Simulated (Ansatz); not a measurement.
# CH₉AlSi₃: up Jacob's ladder to CCSD(T)

An exercise on one series of results from a longer session: the logs are not shown, and one member is left open.

The runs use Ansatz 0.2.0, Gaussian basis; functionals in def2-TZVPP, the program's frozen cores in correlated methods.

Plan: PBE-D4, r2SCAN-D4, PBE0-D4, B3LYP-D4, ωB97X-V, ωB97M-V, B2PLYP; CCSD(T)/def2-TZVPP; MP2/def2-QZVPP; extrapolation to the limit.

## The geometry

All runs share one geometry, relaxed beforehand with PBE0-D4 in a triple-zeta def2 set.

14 atoms, charge 0, spin multiplicity 1.

Atoms are counted from 1 here; the program's logs count them from 0.

Bond lengths: Al1–Si2 2.472 Å, Al1–H6 1.588 Å, Al1–H7 1.590 Å, Si2–Si3 2.310 Å, Si2–H8 1.493 Å, Si2–H9 1.490 Å, Si3–C4 1.911 Å, Si3–Si5 2.252 Å, Si3–H10 1.485 Å, C4–Si5 1.879 Å, C4–H11 1.091 Å, C4–H12 1.086 Å, Si5–H13 1.524 Å, Si5–H14 1.481 Å. Angles: Si2–Al1–H6 119.3°, Si2–Al1–H7 117.7°, H6–Al1–H7 121.2°, Al1–Si2–Si3 97.3°, Al1–Si2–H8 116.6°, Al1–Si2–H9 114.5°, Si3–Si2–H8 111.5°, Si3–Si2–H9 108.2°, H8–Si2–H9 108.2°, Si2–Si3–C4 109.5°, Si2–Si3–Si5 100.9°, Si2–Si3–H10 129.5°, C4–Si3–Si5 52.9°, C4–Si3–H10 116.1°, Si5–Si3–H10 123.4°, Si3–C4–Si5 72.9°, Si3–C4–H11 113.3°, Si3–C4–H12 120.3° and more.

Set-up of the first run:

in.yaml reads:

```yaml
crystal:
  periodic: [false, false, false]
  atoms:
    - {symbol: Al, position_ang: [0.241111, 1.609928, 1.322409]}
    - {symbol: Si, position_ang: [-1.701936, 1.014500, -0.085412]}
    - {symbol: Si, position_ang: [-0.729148, -0.767288, -1.188427]}
    - {symbol: C, position_ang: [0.344578, -1.765382, 0.037466]}
    - {symbol: Si, position_ang: [1.443647, -0.432687, -0.700679]}
    - {symbol: H, position_ang: [0.949127, 3.016544, 1.114662]}
    - {symbol: H, position_ang: [0.500811, 0.741294, 2.629117]}
    - {symbol: H, position_ang: [-2.945517, 0.602360, 0.630280]}
    - {symbol: H, position_ang: [-2.068833, 2.043679, -1.098862]}
    - {symbol: H, position_ang: [-1.193537, -1.497655, -2.395378]}
    - {symbol: H, position_ang: [0.612999, -2.756402, -0.330721]}
    - {symbol: H, position_ang: [0.094231, -1.787517, 1.094375]}
    - {symbol: H, position_ang: [1.669453, 0.729613, 0.259024]}
    - {symbol: H, position_ang: [2.770211, -0.780188, -1.258856]}
basis:
  gaussian: {orbitals: def2-TZVPP}
hamiltonian: {xc: pbe, dispersion: d4}
output: {forces: true, orbitals: {seedname: orbitals}}
```

Command:

```bash
ansatz run in.yaml --threads 4 --pin off --events-out ev --progress --plain --max-ram 10444MiB
```

Among the steps run: PBE-D4 (GGA); r2SCAN-D4 (meta-GGA); PBE0-D4 (hybrid); B3LYP-D4 (hybrid); ωB97X-V (range-separated); ωB97M-V (range-separated); B2PLYP (double hybrid); CCSD(T) in def2-TZVPP; MP2 in def2-QZVPP.

One table of the session follows, with a row left open; its other results are not shown here.

It belongs to the step «Atomisation energies». 

| method | atomisation energy (kJ/mol) |
| --- | --- |
| PBE-D4 | 4204.6 |
| r2SCAN-D4 | 4231.8 |
| PBE0-D4 | 4191.7 |
| B3LYP-D4 | 4190.5 |
| ωB97X-V | ? |
| ωB97M-V | 4208.7 |
| B2PLYP | 4121.9 |
| HF/def2-TZVPP | 3132.1 |
| MP2/def2-TZVPP | 4081.4 |
| CCSD/def2-TZVPP | 4046.1 |
| CCSD(T)/def2-TZVPP | 4100.2 |
| MP2/CBS | 4193.3 |
| CCSD(T)/CBS | 4212.2 |

Estimate the missing values for ωB97X-V.

The run gave: atomisation energy (kJ/mol): 4248.2. In the column «atomisation energy (kJ/mol)» it is the highest.

Limits of these values: Free atoms (1 Al, 3 Si, 1 C, 9 H) were run apart at each level; the atomisation energy is their sum less the molecule, without zero-point or spin-orbit terms.
